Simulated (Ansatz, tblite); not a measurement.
**C₂₈H₃₀: rung by rung**

The task here is to estimate one member of a computed series from the others.

The runs use Ansatz 0.2.0, Gaussian basis; as each input shows.

The runs, in order: GFN1-xTB, GFN2-xTB, PBE-D4/def2-TZVP, r2SCAN-D4/def2-TZVP, PBE-QIDH/def2-TZVP, BHLYP-D4/def2-TZVP, LDA/def2-TZVP, PBE+5HF/def2-SVP, PBE+10HF/def2-SVP, PBE+15HF/def2-SVP, PBE+35HF/def2-SVP, PBE+50HF/def2-SVP, PBE-D4/def2-SVP, PBE0-D4/def2-SVP, HF/STO-3G, HF/6-31G, B3LYP-D4/6-31G, MP2/def2-SVP, RPA/def2-SVP.

**The relaxed structure**

The singlet was relaxed beforehand with PBE-D4/def2-SVP.

SMILES `C=C/C=C/C=C/C=C/C=C/C=C/C=C/C=C/C=C/C=C/C=C/C=C/C=C/C=C`, 58 atoms, charge 0, spin multiplicity 1.

Bond lengths: C1–C2 1.359 Å, C1–H29 1.103 Å, C1–H30 1.100 Å, C2–C3 1.442 Å, C2–H31 1.106 Å, C3–C4 1.376 Å, C3–H32 1.106 Å, C4–C5 1.428 Å, C4–H33 1.106 Å, C5–C6 1.382 Å, C5–H34 1.106 Å, C6–C7 1.423 Å, C6–H35 1.106 Å, C7–C8 1.385 Å, C7–H36 1.106 Å, C8–C9 1.421 Å, C8–H37 1.106 Å, C9–C10 1.386 Å and more. Angles: C2–C1–H29 121.1°, C2–C1–H30 121.6°, H29–C1–H30 117.2°, C1–C2–C3 124.7°, C1–C2–H31 118.9°, C3–C2–H31 116.4°, C2–C3–C4 124.4°, C2–C3–H32 117.2°, C4–C3–H32 118.5°, C3–C4–C5 124.6°, C3–C4–H33 118.2°, C5–C4–H33 117.1°, C4–C5–C6 124.6°, C4–C5–H34 117.2°, C6–C5–H34 118.2°, C5–C6–C7 124.5°, C5–C6–H35 118.2°, C7–C6–H35 117.3° and more.

PBE0-D4/def2-TZVP was run before; its log isn't repeated, and its numbers join the tables.

The first run:

Tight binding, by tblite at 300 K electronic temperature and without a spin-polarisation term:

```python
tblite.interface.Calculator('GFN1-xTB', numbers, positions, charge=0, uhf=0).singlepoint()
```

Tight binding, by tblite at 300 K electronic temperature and without a spin-polarisation term:

```python
tblite.interface.Calculator('GFN2-xTB', numbers, positions, charge=0, uhf=0).singlepoint()
```

start.molden holds the orbitals of an earlier run on this state, given as this run's starting guess.

File in.yaml:

```yaml
crystal:
  periodic: [false, false, false]
  atoms:
    - {symbol: C, position_ang: [16.431953, 1.493061, -2.926262]}
    - {symbol: C, position_ang: [15.275222, 0.784393, -2.840078]}
    - {symbol: C, position_ang: [13.996066, 1.340591, -2.476221]}
    - {symbol: C, position_ang: [12.829537, 0.616174, -2.391929]}
    - {symbol: C, position_ang: [11.559275, 1.161996, -2.032666]}
    - {symbol: C, position_ang: [10.387953, 0.434196, -1.948917]}
    - {symbol: C, position_ang: [9.122754, 0.979557, -1.590898]}
    - {symbol: C, position_ang: [7.947320, 0.252790, -1.506886]}
    - {symbol: C, position_ang: [6.685643, 0.799877, -1.149370]}
    - {symbol: C, position_ang: [5.507258, 0.074798, -1.064732]}
    - {symbol: C, position_ang: [4.248002, 0.623515, -0.706941]}
    - {symbol: C, position_ang: [3.067835, -0.100362, -0.621605]}
    - {symbol: C, position_ang: [1.809894, 0.449239, -0.263512]}
    - {symbol: C, position_ang: [0.628986, -0.274212, -0.177875]}
    - {symbol: C, position_ang: [-0.628610, 0.275401, 0.180485]}
    - {symbol: C, position_ang: [-1.809421, -0.448262, 0.265820]}
    - {symbol: C, position_ang: [-3.067537, 0.100779, 0.624137]}
    - {symbol: C, position_ang: [-4.247510, -0.623530, 0.708664]}
    - {symbol: C, position_ang: [-5.506933, -0.075559, 1.066988]}
    - {symbol: C, position_ang: [-6.685211, -0.800941, 1.150545]}
    - {symbol: C, position_ang: [-7.946889, -0.254452, 1.508941]}
    - {symbol: C, position_ang: [-9.122471, -0.981154, 1.591443]}
    - {symbol: C, position_ang: [-10.387537, -0.436023, 1.950281]}
    - {symbol: C, position_ang: [-11.559437, -1.163186, 2.031643]}
    - {symbol: C, position_ang: [-12.829357, -0.617069, 2.391680]}
    - {symbol: C, position_ang: [-13.996964, -1.340133, 2.472589]}
    - {symbol: C, position_ang: [-15.275772, -0.782914, 2.836123]}
    - {symbol: C, position_ang: [-16.433966, -1.489713, 2.917933]}
    - {symbol: H, position_ang: [16.455271, 2.574257, -2.711561]}
    - {symbol: H, position_ang: [17.382128, 1.014862, -3.206767]}
    - {symbol: H, position_ang: [15.294603, -0.298750, -3.060662]}
    - {symbol: H, position_ang: [13.961654, 2.422762, -2.252425]}
    - {symbol: H, position_ang: [12.868014, -0.465967, -2.616656]}
    - {symbol: H, position_ang: [11.519174, 2.243609, -1.807372]}
    - {symbol: H, position_ang: [10.428047, -0.647577, -2.174333]}
    - {symbol: H, position_ang: [9.083035, 2.061249, -1.365609]}
    - {symbol: H, position_ang: [7.986176, -0.828916, -1.732667]}
    - {symbol: H, position_ang: [6.647496, 1.881605, -0.923845]}
    - {symbol: H, position_ang: [5.544595, -1.006970, -1.290383]}
    - {symbol: H, position_ang: [4.211215, 1.705295, -0.481375]}
    - {symbol: H, position_ang: [3.104106, -1.182099, -0.847545]}
    - {symbol: H, position_ang: [1.773797, 1.530979, -0.037617]}
    - {symbol: H, position_ang: [0.665024, -1.355923, -0.403955]}
    - {symbol: H, position_ang: [-0.664774, 1.357103, 0.406582]}
    - {symbol: H, position_ang: [-1.773073, -1.529869, 0.039316]}
    - {symbol: H, position_ang: [-3.104217, 1.182375, 0.850678]}
    - {symbol: H, position_ang: [-4.210412, -1.705022, 0.481777]}
    - {symbol: H, position_ang: [-5.544517, 1.005907, 1.294042]}
    - {symbol: H, position_ang: [-6.647022, -1.882275, 0.923156]}
    - {symbol: H, position_ang: [-7.985688, 0.826897, 1.736427]}
    - {symbol: H, position_ang: [-9.083101, -2.062323, 1.363603]}
    - {symbol: H, position_ang: [-10.427155, 0.645293, 2.177973]}
    - {symbol: H, position_ang: [-11.520143, -2.244232, 1.803512]}
    - {symbol: H, position_ang: [-12.866741, 0.464486, 2.619402]}
    - {symbol: H, position_ang: [-13.963970, -2.421621, 2.245322]}
    - {symbol: H, position_ang: [-15.293418, 0.299380, 3.060987]}
    - {symbol: H, position_ang: [-16.457708, -2.571463, 2.705959]}
    - {symbol: H, position_ang: [-17.382512, -1.011937, 3.204648]}
basis:
  gaussian: {orbitals: def2-TZVP, fitting: {mean_field: def2-universal-jkfit}, initial_orbitals: start.molden}
hamiltonian: {xc: pbe, dispersion: d4}
scf: {omitted_lower_state_checks: [starts]}
output: {orbitals: {seedname: orbitals}}
```

The run is started by

```
$ ansatz run in.yaml --threads 2 --pin off --events-out ev --progress --plain --max-ram 31744MiB --backend cuda --devices 0, --max-vram 18GiB
```

Among the steps run: PBE-D4/def2-TZVP; r2SCAN-D4/def2-TZVP; PBE-QIDH/def2-TZVP; BHLYP-D4/def2-TZVP; LDA/def2-TZVP; PBE+5HF/def2-SVP; PBE+10HF/def2-SVP; PBE+15HF/def2-SVP; PBE+35HF/def2-SVP; PBE+50HF/def2-SVP; PBE-D4/def2-SVP; PBE0-D4/def2-SVP; HF/STO-3G; HF/6-31G; B3LYP-D4/6-31G; MP2/def2-SVP; RPA/def2-SVP.

One table of the session follows, with a row left open; its other results are not shown here.

It belongs to the step «Binding energy». 

| level | binding an atom (eV) |
| --- | --- |
| HF/STO-3G | 4.110 |
| HF/6-31G | ? |
| HF/def2-SVP | 3.622 |
| LDA/def2-TZVP | 5.527 |
| PBE-D4/def2-SVP | 5.036 |
| PBE-D4/def2-TZVP | 4.972 |
| r2SCAN-D4/def2-TZVP | 4.832 |
| B3LYP-D4/6-31G | 4.737 |
| PBE0-D4/def2-SVP | 4.931 |
| PBE0-D4/def2-TZVP | 4.864 |
| BHLYP-D4/def2-TZVP | 4.643 |
| MP2/def2-SVP | 4.703 |

Estimate the missing values for HF/6-31G.

As computed: binding an atom (eV): 3.390. In the column «binding an atom (eV)» it is the lowest.

To keep in mind: Free atoms were run apart at each level; binding is atoms less cluster, divided by the number of atoms, without zero-point or spin-orbit terms.
